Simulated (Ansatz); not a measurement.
**GaH₃+ (doublet): the correlation ladder, aug-cc-pVDZ**

An exercise on one series of results from a longer session: the logs are not shown, and one member is left open.

Program: Ansatz 0.2.0, Gaussian basis. Level of theory: aug-cc-pVDZ, core rule «outside noble gas», up to 14 orbitals frozen. These are calculated values, not measurements.

Plan: UHF; CCSD(T) on ROHF; CCSD(T) on UHF; BCCD(T) on ROHF; CISD; CCSDT(Q) on ROHF; CCSDT(Q) on UHF; CASSCF and MRCISD+Q, 5 electrons in 7 orbitals; CASSCF and NEVPT2, 5 electrons in 7 orbitals; Full CI.

11 further runs of the same task are left out: 7 that didn't finish, 4 set aside as unsound or not needed.

## The system

The geometry is a PBE0/def2-TZVP stationary point (not a proven minimum). No spin-orbit coupling is included. The filled d shell of Ga may be among the frozen orbitals whatever the setting's name suggests; the logs give the count.

4 atoms, charge 1, spin multiplicity 2.

Atoms are counted from 1 here; the program's logs count them from 0.

Bond lengths: Ga1–H3 1.532 Å, Ga1–H4 1.532 Å. Angles: H3–Ga1–H4 170.9°.

The first run:

in.yaml

```yaml
crystal:
  periodic: [false, false, false]
  atoms:
    - {symbol: Ga, position_ang: [0.000000, 0.025333, 0.000000]}
    - {symbol: H, position_ang: [0.000000, -2.047258, 0.000000]}
    - {symbol: H, position_ang: [0.000000, 0.147438, -1.527170]}
    - {symbol: H, position_ang: [0.000000, 0.147438, 1.527170]}
basis:
  gaussian: {orbitals: aug-cc-pVDZ}
total_charge: 1
magnetization: {spin_polarized: true, initial_magnetization: 1}
hamiltonian: {xc: hf}
output: {orbitals: {seedname: orbitals}}
```

Command:

```sh
$ ansatz run in.yaml --threads 1 --pin off --events-out ev --progress --plain --max-ram 2393MiB
```

Steps of the session up to this table: UHF; CCSD(T) on ROHF; CCSD(T) on UHF; BCCD(T) on ROHF; CISD; CCSDT(Q) on ROHF; CCSDT(Q) on UHF; CASSCF and MRCISD+Q, 5 electrons in 7 orbitals; CASSCF and NEVPT2, 5 electrons in 7 orbitals; Full CI.

One of the session's tables, all rows but one given; the rest of the session is left out.

| method | from FCI (meV) |
| --- | --- |
| ROHF | +1991.6 |
| UHF | +1974.7 |
| RMP2 | +532.2 |
| UMP2 | +526.4 |
| RCCSD | +34.7 |
| UCCSD | +33.9 |
| RCCSD(T) | +10.6 |
| UCCSD(T) | ? |
| BCCD(T) | +10.1 |
| RCCSDT | +0.7 |
| UCCSDT | +0.1 |
| RCCSDT(Q) | +0.1 |
| UCCSDT(Q) | -0.5 |
| CASSCF valence | +923.3 |
| NEVPT2 valence | +250.2 |
| MRCISD valence | +9.4 |
| MRCISD+Q valence | -9.2 |
| FCI | 0 |

Estimate the missing values for UCCSD(T).

As computed: from FCI (meV): +10.0. In the column «from FCI (meV)» it lies between MRCISD valence (+9.4) and BCCD(T) (+10.1).

Among the levels timed on like hardware and quicker than the yardstick, those that no quicker one beats, quickest first: UCCSD(T) (1.3 s, +10.0 meV); MRCISD+Q valence (3.2 s, -9.2 meV); UCCSDT(Q) (15 s, -0.5 meV); RCCSDT(Q) (17 s, +0.1 meV).

Not comparable, so not listed: CISD (they don't share determinant, frozen orbitals or solution with the rows shown, or repeat one).

Caveats from the session: The yardstick is full CI for this spin, exact in this basis with these frozen cores. MRCISD+Q valence falls below full CI: the +Q correction isn't variational, and the cores differ from full CI's. Of the multireference levels listed MRCISD+Q valence comes nearest in total energy (-9.2 meV), which doesn't show that its space is the better one. Levels on UHF freeze UHF's core orbitals, full CI those of ROHF, so the U rows can settle a little off it for that reason alone. Restricted and unrestricted rows rest on different reference determinants; where their highest levels disagree by more than a few hundredths of an eV, they describe different states and don't form one ladder.
